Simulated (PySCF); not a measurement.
# C2H3BBrN: the cost of one run

The runs use PySCF 2.14.0, with density-fitted response routines of our own; the level of theory stands in each step. All values are computed, except where a source is named. Atoms are numbered from 0 throughout.

## 1. The starting structure

8 atoms, charge 0, multiplicity 1; geometry from: PBE0-D3(BJ)/def2-SVP.

Bonds of the start (Å): C0–C1 1.22, C1–B2 1.53, B2–N3 1.39, B2–Br4 1.94, C0–H5 1.08, N3–H6 1.01, N3–H7 1.01.

## 2. Nuclear shieldings: PBE0/6-31G*

The job: settings as JSON, then the geometry in Å.

```
{"job": {"kind": "nmr", "xc": "PBE0", "basis": "6-31G*", "pop": true}, "charge": 0, "multiplicity": 1}
C      2.164142     0.538967     0.107557
C      0.959611     0.415392    -0.011438
B     -0.553908     0.268818    -0.162436
N     -1.214865    -0.920744     0.112669
Br    -1.589978     1.792876    -0.757150
H      3.228090     0.657402     0.211398
H     -0.723793    -1.746925     0.429109
H     -2.216259    -1.026576     0.018226
```

Method: GIAO PBE0/6-31G* NMR shielding, non-relativistic, gas phase.

Started as:

```bash
$ OMP_NUM_THREADS=1 python probes_run.py task.json out
```

One launch serves the whole session: the jobs run in the order shown.

**Question.** How long does this first job take on 1 thread of Arm Neoverse V1, shared host, and how much memory does it need?

About 8.2 s, with a peak of 0.46 GiB.
